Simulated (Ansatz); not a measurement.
# Ru2S: one candidate structure

Aim: relax Ru2S from this start, fluorite type (Fm-3m, No. 225), and see where it ends.

Program: Ansatz 0.2.0. Level of theory: DFT PBE, scalar-relativistic, plane waves, PAW. These are calculated values, not measurements.

## Step 1: The system as given

The structure is cubic, space group Fm-3m (No. 225). The conventional cell has a = 5.687 Å, b = 5.687 Å, c = 5.687 Å, α = 90.00°, β = 90.00°, γ = 90.00°. Around Ru (site symmetry -43m) lie 4 S at 2.46 Å. S (site symmetry m-3m) is surrounded by 8 Ru at 2.46 Å.

As a file:

```xyz
3
Lattice="0.0000 2.8436 2.8436 2.8436 0.0000 2.8436 2.8436 2.8436 0.0000" Properties=species:S:1:pos:R:3 pbc="T T T"
Ru    1.4218    1.4218    1.4218
Ru    4.2655    4.2655    4.2655
S     0.0000    0.0000    0.0000
```

(A quick probe on a coarse mesh, which set the mesh and smearing, is not shown.)

## Step 3: A loose first relaxation

input.yaml

```yaml
crystal:
  lattice:
    - [0.0, 2.8436454055, 2.8436454055]
    - [2.8436454055, 0.0, 2.8436454055]
    - [2.8436454055, 2.8436454055, 0.0]
  atoms:
    - { symbol: Ru, position: [0.25, 0.25, 0.25] }
    - { symbol: Ru, position: [0.75, 0.75, 0.75] }
    - { symbol: S, position: [0.0, 0.0, 0.0] }
basis:
  ecutwfc: 420
kpoints:
  mp_grid: { grid: [6, 6, 6] }
hamiltonian:
  xc: pbe
scf:
  occupations: { method: gaussian, width: 0.1 }
  lower_state_search: "off"
output:
  forces: true
  stress: true
  eigenvalues: true
relax:
  adjacent_minimum: "off"
  f_tol: 0.04
  max_steps: 70
  cell: { stress_tol: 0.4 }
```

The session goes on with these runs: relaxing cell and atoms.

Q: Predict the outcome of this session.

**Answer**, as computed:

Formation energies count from the elements, computed with the same settings in runs not shown here.

```
                          quantity                                                                      value
               cell (conventional)  a = 5.526 Å, b = 5.526 Å, c = 5.526 Å, α = 90.00°, β = 90.00°, γ = 90.00°
                       space group                                                            Fm-3m (No. 225)
                            volume                                                              14.06 Å³/atom
                   gap on the mesh                                                               none (metal)
formation energy from the elements                                                             +0.107 eV/atom
```

The space group stayed Fm-3m, and from the first guess the volume went from 15.33 to 14.06 Å³/atom. The formation energy of +0.11 eV/atom is positive, so the elements lie lower than this structure; another structure of the compound can lie lower.
